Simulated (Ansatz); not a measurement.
# CaGe2N3: the cost of one run

Program: Ansatz 0.2.0. Level of theory: DFT PBE, scalar-relativistic, plane waves, PAW. These are calculated values, not measurements.

2 further runs of the same task are left out: 1 that didn't finish, 1 set aside as unsound or not needed.

## 1. Starting point

The structure is trigonal, space group P-3m1 (No. 164). The conventional cell has a = 3.549 Å, b = 3.549 Å, c = 8.650 Å, α = 90.00°, β = 90.00°, γ = 120.00°. Ca (site symmetry -3m) is surrounded by 6 N at 2.43 Å. Around Ge (site symmetry 3m) lie 6 N at 2.54 Å. N (site symmetry -3m) is surrounded by 6 Ge at 2.54 Å. Around N (site symmetry 3m) lie 3 Ca at 2.43 Å and 3 Ge at 2.54 Å.

Coordinates:

```xyz
6
Lattice="3.5493 0.0000 0.0000 -1.7747 3.0738 0.0000 0.0000 0.0000 8.6502" Properties=species:S:1:pos:R:3 pbc="T T T"
Ca    0.0000    0.0000    0.0000
Ge    0.0000    2.0492    5.8319
Ge    1.7747    1.0246    2.8183
N     0.0000    0.0000    4.3251
N     0.0000    2.0492    1.3127
N     1.7747    1.0246    7.3376
```

The cell is invented: species swapped into a database cell of Sn3Te2Se (P-3m1, No. 164), with N on the Sn sites, Ge on the Te sites and Ca on the Se sites. Lengths come from tabulated atomic sizes and are only a guess.

## 2. The guess as it stands, on a coarse mesh

input.yaml

```yaml
crystal:
  lattice:
    - [3.54931314, 0.0, 0.0]
    - [-1.77465657, 3.07379535, 0.0]
    - [0.0, 0.0, 8.65024945]
  atoms:
    - { symbol: Ca, position: [0.0, 0.0, 0.0] }
    - { symbol: Ge, position: [0.33333333, 0.66666667, 0.67419142] }
    - { symbol: Ge, position: [0.66666667, 0.33333333, 0.32580858] }
    - { symbol: "N", position: [0.0, 0.0, 0.5] }
    - { symbol: "N", position: [0.33333333, 0.66666667, 0.15174809] }
    - { symbol: "N", position: [0.66666667, 0.33333333, 0.84825191] }
basis:
  ecutwfc: 420
kpoints:
  mp_grid: { grid: [6, 6, 2] }
hamiltonian:
  xc: pbe
scf:
  occupations: { method: gaussian, width: 0.1 }
  lower_state_search: "off"
output:
  forces: true
  stress: true
  eigenvalues: true
```

On the command line:

```
$ ansatz run input.yaml --threads 1 --pin off --max-ram 2560MiB --backend cpu --events-out ev --progress --plain --runs-dir out
```

**Question.** How long does this run take on 1 thread of Arm Neoverse V1, shared host, and how much memory does it need?

About 2.6 s, with a peak of 0.34 GiB.
